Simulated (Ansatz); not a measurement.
# H₄MoN₂O₂: a ladder of functionals and wavefunction methods

One table from this session's results is given with a row withheld; the runs are named, their logs left out.

Program: Ansatz 0.2.0, Gaussian basis. Level of theory: functionals in def2-TZVPP, the program's frozen cores in correlated methods. These are calculated values, not measurements.

The runs, in order: LDA (SPW92), PBE-D4, revPBE-D4, BLYP-D4, r2SCAN-D4, B97M-V, PBE0-D4, B3LYP-D4, r2SCANh-D4, r2SCAN0-D4, HSE06-D4, BHLYP-D4, CAM-B3LYP-D4, LC-ωPBE, ωB97X-V, ωB97M-V, B2PLYP, PBE-QIDH; CCSD(T)/def2-SVP; CCSD(T)/def2-TZVPP; MP2/def2-QZVPP; extrapolation to the limit; RPA on PBE.

1 further run of the same task is left out (for a known fault of the program).

## Structure used throughout

The geometry comes from an earlier relaxation with PBE0-D4 in a triple-zeta def2 set; it is a stationary point, not always the lowest conformer. Mo takes the def2 core potential; no spin-orbit term is included.

SMILES `[NH2][Mo]([NH2])(=[O])=[O]`, 9 atoms, charge 0, spin multiplicity 1.

Atoms are counted from 1 here; the program's logs count them from 0.

Bond lengths: N1–Mo2 1.932 Å, N1–H6 1.008 Å, N1–H7 1.008 Å, Mo2–N3 1.932 Å, Mo2–O4 1.683 Å, Mo2–O5 1.683 Å, N3–H8 1.008 Å, N3–H9 1.008 Å. Angles: Mo2–N1–H6 123.9°, Mo2–N1–H7 123.9°, H6–N1–H7 111.9°, N1–Mo2–N3 111.3°, N1–Mo2–O4 107.9°, N1–Mo2–O5 107.8°, N3–Mo2–O4 107.8°, N3–Mo2–O5 107.9°, O4–Mo2–O5 114.2°, Mo2–N3–H8 123.9°, Mo2–N3–H9 123.9°, H8–N3–H9 111.9°.

Coordinates:

```
N    -0.4878    1.4684    0.5907
Mo    0.5934    0.0940   -0.2304
N    -0.3362   -1.5990   -0.2708
O     0.8941    0.5552   -1.8207
O     1.9786   -0.1000    0.7055
H    -1.0811    2.0998    0.0748
H    -0.4387    1.7132    1.5676
H    -0.8808   -1.9223   -1.0553
H    -0.2413   -2.3093    0.4386
```

The first run:

in.yaml reads:

```yaml
crystal:
  periodic: [false, false, false]
  atoms:
    - {symbol: N, position_ang: [-0.487828, 1.468444, 0.590692]}
    - {symbol: Mo, position_ang: [0.593369, 0.094014, -0.230351]}
    - {symbol: N, position_ang: [-0.336241, -1.599014, -0.270775]}
    - {symbol: O, position_ang: [0.894066, 0.555182, -1.820664]}
    - {symbol: O, position_ang: [1.978575, -0.100028, 0.705461]}
    - {symbol: H, position_ang: [-1.081087, 2.099764, 0.074828]}
    - {symbol: H, position_ang: [-0.438662, 1.713214, 1.567579]}
    - {symbol: H, position_ang: [-0.880845, -1.922300, -1.055332]}
    - {symbol: H, position_ang: [-0.241338, -2.309277, 0.438562]}
basis:
  gaussian: {orbitals: def2-TZVPP}
hamiltonian: {xc: lda}
output: {orbitals: {seedname: orbitals}}
```

Command:

```console
> ansatz run in.yaml --threads 4 --pin off --events-out ev --progress --plain --max-ram 10444MiB
```

Steps of the session up to this table: LDA; PBE-D4 (GGA); revPBE-D4 (GGA); BLYP-D4 (GGA); r2SCAN-D4 (meta-GGA); B97M-V (meta-GGA); PBE0-D4 (hybrid); B3LYP-D4 (hybrid); r2SCANh-D4 (hybrid); r2SCAN0-D4 (hybrid); HSE06-D4 (hybrid); BHLYP-D4 (hybrid); CAM-B3LYP-D4 (range-separated); LC-ωPBE (range-separated); ωB97X-V (range-separated); ωB97M-V (range-separated); B2PLYP (double hybrid); PBE-QIDH (double hybrid).

One table of the session follows, with a row left open; its other results are not shown here.

It belongs to the step «Frontier levels by functional». 

| functional | HOMO (eV) | LUMO (eV) | gap (eV) |
| --- | --- | --- | --- |
| LDA (SPW92) | -6.52 | -2.80 | 3.72 |
| PBE-D4 | -6.30 | -2.58 | 3.72 |
| revPBE-D4 | -6.22 | -2.50 | 3.72 |
| BLYP-D4 | ? | ? | ? |
| r2SCAN-D4 | -6.62 | -2.52 | 4.10 |
| B97M-V | -6.65 | -2.43 | 4.22 |
| PBE0-D4 | -7.68 | -1.76 | 5.92 |
| B3LYP-D4 | -7.45 | -2.00 | 5.45 |
| r2SCANh-D4 | -7.13 | -2.20 | 4.93 |
| r2SCAN0-D4 | -7.91 | -1.72 | 6.19 |
| HSE06-D4 | -7.28 | -2.14 | 5.14 |
| BHLYP-D4 | -8.99 | -0.81 | 8.18 |
| CAM-B3LYP-D4 | -9.06 | -0.64 | 8.42 |
| LC-ωPBE | -10.41 | 0.56 | 10.97 |
| ωB97X-V | -10.02 | 0.48 | 10.50 |
| ωB97M-V | -9.93 | 0.45 | 10.38 |

Q: Estimate the row for BLYP-D4 from the others.

Worked estimate for «HOMO (eV)». Against the share of exact exchange, B3LYP-D4 (0.2, -7.45), BHLYP-D4 (0.5, -8.99) give a slope of -5.13 per unit share; at 0 the line stands at -6.42.

The run gave: HOMO (eV): -6.19; LUMO (eV): -2.49; gap (eV): 3.69. In «HOMO (eV)» the line misses by -0.23.
